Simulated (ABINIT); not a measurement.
A calculation with ABINIT 10.8.3 (patched build) of HfMo (native input, structure from a POSCAR):

The input run.abi:

```
pp_dirpath "./"
pseudos "Hf.GGA_PBE-JTH.xml, Mo.GGA_PBE-JTH.xml"

structure "poscar:POSCAR"
natom 2
chkprim 0
chksymtnons 0
tolsym 1.0e-6

ecut 19.0
pawecutdg 38.0
pawxcdev 0

kptopt 1
ngkpt 10 10 6
nshiftk 1
shiftk 0.0 0.0 0.0

ixc 11

nband 17
occopt 3
tsmear 0.00183747

nstep 100
tolvrs 1.0e-9

iomode 3
prtwf 0
prtden 0
prteig 0
prtebands 0
enunit 1
```

POSCAR

```
HfMo
1.0
    1.6712035000     -2.4724670000      0.0000000000
    1.6712035000      2.4724670000      0.0000000000
    0.0000000000      0.0000000000      4.4470110000
Hf Mo
1 1
Direct
    0.0000000000      0.0000000000      0.0000000000  Hf
    0.5000000000      0.5000000000      0.5000000000  Mo
```

Potentials or basis: JTH PAW PBE v2.0.

The run is started by

```bash
$ abinit run.abi > log 2>&1
```

The cell comes from a database or a generator and needn't be the stable form of this composition.

Task: Write the same calculation in another form: ASE script, structure from a P1 CIF.

Result: As run:

Contents of run.py:

```python
import json, os
import numpy as np
from ase.units import GPa
from ase.calculators.abinit import Abinit, AbinitProfile
from ase.io import read

atoms = read('HfMo.cif')

profile = AbinitProfile(command='abinit', pp_paths=[os.path.abspath('pseudos')])
params = dict(
    pps='pawxml', xc='PBE',
    chksymtnons=0,
    tolsym=1e-06,
    ecut=517.0163,
    pawecutdg=1034.0327,
    pawxcdev=0,
    kptopt=1,
    ngkpt=[10, 10, 6],
    nshiftk=1,
    shiftk=[0.0, 0.0, 0.0],
    ixc=11,
    nband=17,
    occopt=3,
    tsmear=0.05,
    nstep=100,
    tolvrs=1e-09,
    prtwf=0,
    prtden=0,
)

atoms.calc = Abinit(profile=profile, directory='run', **params)
energy = atoms.get_potential_energy()
forces = atoms.get_forces()
stress = atoms.get_stress()
print(f'energy {energy:.6f} eV')
print('forces (eV/A)')
print(np.round(forces, 5))
print('stress (GPa, Voigt, tension positive)', np.round(stress / GPa, 4))
json.dump(dict(energy=energy, forces=forces.tolist(), stress=stress.tolist(), cell=atoms.cell.tolist(), frac=atoms.get_scaled_positions(wrap=False).tolist()), open('results.json', 'w'))
```

Contents of HfMo.cif:

```cif
data_HfMo
_cell_length_a 2.98429459
_cell_length_b 2.98429459
_cell_length_c 4.44701100
_cell_angle_alpha 90.00000000
_cell_angle_beta 90.00000000
_cell_angle_gamma 111.88847268
_space_group_name_H-M_alt 'P1'
_space_group_name_Hall 'P 1'
_space_group_IT_number 1
loop_
_space_group_symop_operation_xyz
'x,y,z'
loop_
_atom_site_label
_atom_site_type_symbol
_atom_site_symmetry_multiplicity
_atom_site_Wyckoff_symbol
_atom_site_fract_x
_atom_site_fract_y
_atom_site_fract_z
_atom_site_occupancy
Hf1 Hf 1 a 0.0000000000 0.0000000000 0.0000000000 1
Mo1 Mo 1 a 0.5000000000 0.5000000000 0.5000000000 1
```

Potentials or basis: JTH PAW PBE v2.0.

The run is started by

```console
$ python run.py
```

Both were run:

|  | native input, structure from a POSCAR | ASE script, structure from a P1 CIF |
| --- | --- | --- |
| Pressure | 0.1 GPa | 0.1 GPa |
| Band gap on the k mesh | none (metal or under the smearing width) | none (metal or under the smearing width) |
| Valence electrons inside the program's atomic spheres | Hf 9.65; Mo 11.29 | Hf 9.65; Mo 11.29 |

Keys that steer only the numerical path or the files written may differ.
